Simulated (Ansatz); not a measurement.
The system is PdPt.

```
Pt Pd
1.0
     1.38340    0.79871    4.56037
    -1.38340    0.79871    4.56037
     0.00000   -1.59741    4.56037
Pt Pd
1 1
Cartesian
  0.0000 0.0000 6.8406
  0.0000 0.0000 0.0000
```

The cell comes from a database or a generator and needn't be the stable form of this composition.

| Property | Result |
| --- | --- |
| Program | Ansatz 0.2.0 |
| Task | relaxation of cell and atoms |
| Functional | revPBE |
| Potentials or basis | Ansatz PAW |
| Cutoff | 420 eV (not typed: the program's choice for these potentials) |
| k mesh | 11 × 11 × 11 |
| Occupations | fermi-dirac, width 0.05 eV |
| Spin | no spin polarisation |

At the start: volume 15.12 Å³/atom.

Problem. Where does the relaxation end?

Solution. It ends after 5 steps and the volume is 15.66 Å³/atom (+3.6 %); space group R-3m (No. 166, to 0.05 Å).

Step by step:
```
step  energy change (eV)  largest force (eV/Å)  volume (Å³)
   1              0.0000                0.0000        30.23
   2             -0.0245                0.0000        31.37
   3             -0.0246                0.0000        31.32
   4             -0.0247                0.0000        31.32
   5             -0.0251                0.0000        31.32
```

Final structure:
```xyz
2
Lattice="1.4030 0.8100 4.5930 -1.4030 0.8100 4.5930 0.0000 -1.6200 4.5930" Properties=species:S:1:pos:R:3 pbc="T T T"
Pt    0.0000    0.0000    6.8895
Pd    0.0000    0.0000    0.0000
```

Caveat: the plane-wave basis is chosen anew once the cell has moved, so the energies of steps on either side of that aren't comparable; the PAW data sets come from PBE, with cores solved anew for the run's functional, which leaves a small shift of forces and pressure.
